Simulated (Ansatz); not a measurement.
Crystal: NbRu3C.

```xyz
5
Lattice="4.0651 0.0000 0.0000 0.0000 4.0651 0.0000 0.0000 0.0000 4.0651" Properties=species:S:1:pos:R:3 pbc="T T T"
Ru    2.0326    2.0326    0.0000
Ru    2.0326    0.0000    2.0326
Ru    0.0000    2.0326    2.0326
Nb    0.0000    0.0000    0.0000
C     2.0326    2.0326    2.0326
```

The cell comes from a database or a generator and needn't be the stable form of this composition.

Base run:

| Property | Result |
| --- | --- |
| Program | Ansatz 0.2.0 |
| Functional | r2SCAN |
| Potentials or basis | Ansatz PAW |
| Cutoff | 500 eV (not typed: the program's choice for these potentials) |
| k mesh | 7 × 7 × 7 |
| Occupations | fermi-dirac, width 0.05 eV |
| Spin | no spin polarisation |

Its results: band gap on the k mesh none (metal or under the smearing width); pressure -7.5 GPa.

Problem. The run is repeated on the same cell with these changes: functional from r2SCAN to LDA; cutoff from 500 eV (not typed: the program's choice for these potentials) to 420 eV (not typed: the program's choice for these potentials). What comes out?

Solution. Band gap on the k mesh none (metal or under the smearing width); pressure -16.9 GPa.

Caveats: the PAW data sets come from PBE, with cores solved anew for the run's functional, which leaves a small shift of forces and pressure.
